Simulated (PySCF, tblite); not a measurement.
**C4H4O3S+ (doublet): geometry, infrared bands and EPR parameters**

What infrared bands and EPR parameters should C4H4O3S+ (doublet) (`C=C1[C]([CH2+])OS1(=O)=O`) show?

The runs use tblite 0.8.0 and PySCF 2.14.0, with density-fitted response routines of our own; the level of theory stands in each step. All values are computed, except where a source is named. Atoms count from 0, in the outputs and in this text.

### Step 1. The molecule as given

12 atoms, charge 1, multiplicity 2; geometry from: force field or distance geometry start.

Bonds of the start (Å): C0–C1 1.33, C1–C2 1.52, C2–C3 1.40, C2–O4 1.38, O4–S5 1.64, S5–O6 1.44, S5–O7 1.44, S5–C1 1.77, C0–H8 1.08, C0–H9 1.10, C3–H10 1.08, C3–H11 1.08.

### Step 2. Relaxing the molecule with GFN2-xTB

What the job is given:

```
{"job": {"kind": "relax", "xc": "GFN2-xTB", "basis": "xTB"}, "charge": 1, "multiplicity": 2}
C     -1.131800     1.159400     0.824700
C     -0.579900     0.155400     0.150200
C      0.843900    -0.208100    -0.224500
C      2.146200     0.302300    -0.110000
O      0.564800    -1.389400    -0.881000
S     -1.059100    -1.346400    -0.660600
O     -1.808400    -0.738600    -1.730200
O     -1.519300    -2.047900     0.510300
H     -0.534900     1.967300     1.225100
H     -2.219200     1.173900     0.974100
H      2.978300    -0.250700    -0.528300
H      2.320600     1.222200     0.424100
```

On the command line:

```bash
OMP_NUM_THREADS=1 python probes_run.py task.json out
```

This one command runs all jobs of the session in turn.

**Question.** This job is followed by: GFN2-xTB harmonic vibrations, gas phase; UKS B3LYP, pcH-1 on C H O S, non-relativistic, mean-field spin-orbit, GIAO. What will the session give for the following? strongest single infrared mode (GFN2-xTB); zero-point energy (GFN2-xTB); g(iso) (B3LYP); ⟨S²⟩; largest a(iso) (averaged by class).

The runs gave:

| quantity | value |
| --- | --- |
| strongest single infrared mode (GFN2-xTB) | 1358 cm⁻¹, 354 km/mol |
| zero-point energy (GFN2-xTB) | 45.1 kcal/mol |
| g(iso) (B3LYP) | 2.00297 |
| ⟨S²⟩ | 0.759 (exact 0.75) |
| largest a(iso) (averaged by class) | 13C on C3, 48.3 MHz |

**Reading.** Relaxing lowered the energy by 1.043 eV in 69 steps; the close pair that moved most is C1–S5, from 1.773 to 1.888 Å. No mode is imaginary among the 30: a minimum at this level. The strongest single mode, at 1358 cm⁻¹, moves mainly S5 and O6. GFN2-xTB is a fitted tight-binding method: band positions and strengths are rough. Its intensities can rank the bands wrongly. Most of the unpaired spin sits on C3 (0.65 e). The isotropic g lies 0.6 ppt above the free-electron value. The conformer search found further structures of the same energy, which may be mirror or relabelled copies of this one.
